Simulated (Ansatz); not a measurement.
# Si₃Ge₃H₁₄: a ladder of functionals and wavefunction methods

One table from this session's results is given with a row withheld; the runs are named, their logs left out.

The runs use Ansatz 0.2.0, Gaussian basis; functionals in def2-TZVPP, the program's frozen cores in correlated methods.

Levels to be run: LDA (SPW92), PBE-D4, revPBE-D4, BLYP-D4, r2SCAN-D4, B97M-V, PBE0-D4, B3LYP-D4, r2SCANh-D4, r2SCAN0-D4, HSE06-D4, BHLYP-D4, CAM-B3LYP-D4, LC-ωPBE, ωB97X-V, ωB97M-V, B2PLYP, PBE-QIDH; CCSD(T)/def2-SVP; CCSD(T)/def2-TZVPP; MP2/def2-QZVPP; extrapolation to the limit; RPA on PBE.

## The relaxed structure

All runs share one geometry, relaxed beforehand with PBE0-D4 in a triple-zeta def2 set.

SMILES `[SiH3][SiH2][GeH2][GeH2][SiH2][GeH3]`, 20 atoms, charge 0, spin multiplicity 1.

Atoms are counted from 1 here; the program's logs count them from 0.

Bond lengths: Si1–Si2 2.338 Å, Si1–H7 1.487 Å, Si1–H8 1.487 Å, Si1–H9 1.488 Å, Si2–Ge3 2.383 Å, Si2–H10 1.490 Å, Si2–H11 1.490 Å, Ge3–Ge4 2.428 Å, Ge3–H12 1.541 Å, Ge3–H13 1.541 Å, Ge4–Si5 2.378 Å, Ge4–H14 1.541 Å, Ge4–H15 1.541 Å, Si5–Ge6 2.380 Å, Si5–H16 1.489 Å, Si5–H17 1.488 Å, Ge6–H18 1.538 Å, Ge6–H19 1.538 Å and more. Angles: Si2–Si1–H7 110.9°, Si2–Si1–H8 109.8°, Si2–Si1–H9 110.2°, H7–Si1–H8 108.7°, H7–Si1–H9 108.4°, H8–Si1–H9 108.8°, Si1–Si2–Ge3 112.5°, Si1–Si2–H10 108.5°, Si1–Si2–H11 109.7°, Ge3–Si2–H10 109.4°, Ge3–Si2–H11 108.9°, H10–Si2–H11 107.9°, Si2–Ge3–Ge4 111.2°, Si2–Ge3–H12 109.7°, Si2–Ge3–H13 109.8°, Ge4–Ge3–H12 109.1°, Ge4–Ge3–H13 109.2°, H12–Ge3–H13 107.6° and more.

The first run:

Contents of in.yaml:

```yaml
crystal:
  periodic: [false, false, false]
  atoms:
    - {symbol: Si, position_ang: [-2.055383, 1.778638, 0.113947]}
    - {symbol: Si, position_ang: [-1.748841, 0.203911, 1.815290]}
    - {symbol: Ge, position_ang: [0.537617, -0.411501, 2.085308]}
    - {symbol: Ge, position_ang: [1.207197, -2.056754, 0.430197]}
    - {symbol: Si, position_ang: [0.641234, -1.300877, -1.752530]}
    - {symbol: Ge, position_ang: [1.551035, 0.871270, -2.093706]}
    - {symbol: H, position_ang: [-1.674218, 1.212135, -1.206926]}
    - {symbol: H, position_ang: [-1.215293, 2.976854, 0.378478]}
    - {symbol: H, position_ang: [-3.482193, 2.197119, 0.052845]}
    - {symbol: H, position_ang: [-2.258763, 0.782108, 3.090716]}
    - {symbol: H, position_ang: [-2.544844, -1.019685, 1.516651]}
    - {symbol: H, position_ang: [1.431147, 0.835833, 1.947699]}
    - {symbol: H, position_ang: [0.759831, -0.991651, 3.495890]}
    - {symbol: H, position_ang: [0.503420, -3.391686, 0.740720]}
    - {symbol: H, position_ang: [2.727583, -2.287834, 0.525910]}
    - {symbol: H, position_ang: [1.162731, -2.233191, -2.789982]}
    - {symbol: H, position_ang: [-0.841533, -1.252679, -1.872275]}
    - {symbol: H, position_ang: [3.081517, 0.780521, -2.219806]}
    - {symbol: H, position_ang: [0.991002, 1.530085, -3.365091]}
    - {symbol: H, position_ang: [1.226736, 1.777385, -0.893347]}
basis:
  gaussian: {orbitals: def2-TZVPP}
hamiltonian: {xc: lda}
output: {orbitals: {seedname: orbitals}}
```

Among the steps run: LDA; PBE-D4 (GGA); revPBE-D4 (GGA); BLYP-D4 (GGA); r2SCAN-D4 (meta-GGA); B97M-V (meta-GGA); PBE0-D4 (hybrid); B3LYP-D4 (hybrid); r2SCANh-D4 (hybrid); r2SCAN0-D4 (hybrid); HSE06-D4 (hybrid); BHLYP-D4 (hybrid); CAM-B3LYP-D4 (range-separated); LC-ωPBE-D4 (range-separated; the results give it without D4); ωB97X-V (range-separated); ωB97M-V (range-separated); B2PLYP (double hybrid); PBE-QIDH (double hybrid).

One table of the session follows, with a row left open; its other results are not shown here.

It belongs to the step «Orbital energies across the functionals». 

```
  functional  HOMO (eV)  gap (eV)
 LDA (SPW92)      -6.83      5.32
      PBE-D4      -6.71      5.41
   revPBE-D4      -6.66      5.45
     BLYP-D4      -6.53      5.38
   r2SCAN-D4      -6.96      5.85
      B97M-V      -7.07      5.75
     PBE0-D4          ?         ?
    B3LYP-D4      -7.48      6.80
  r2SCANh-D4      -7.32      6.48
  r2SCAN0-D4      -7.86      7.42
    HSE06-D4      -7.32      6.43
    BHLYP-D4      -8.54      8.93
CAM-B3LYP-D4      -8.84      9.36
     LC-ωPBE     -10.11     11.64
     ωB97X-V      -9.81     11.23
     ωB97M-V      -9.61     10.77
```

Estimate the missing values for PBE0-D4.

The run gave: HOMO (eV): -7.70; gap (eV): 7.18. In the column «HOMO (eV)» it lies between r2SCAN0-D4 (-7.86) and B3LYP-D4 (-7.48).
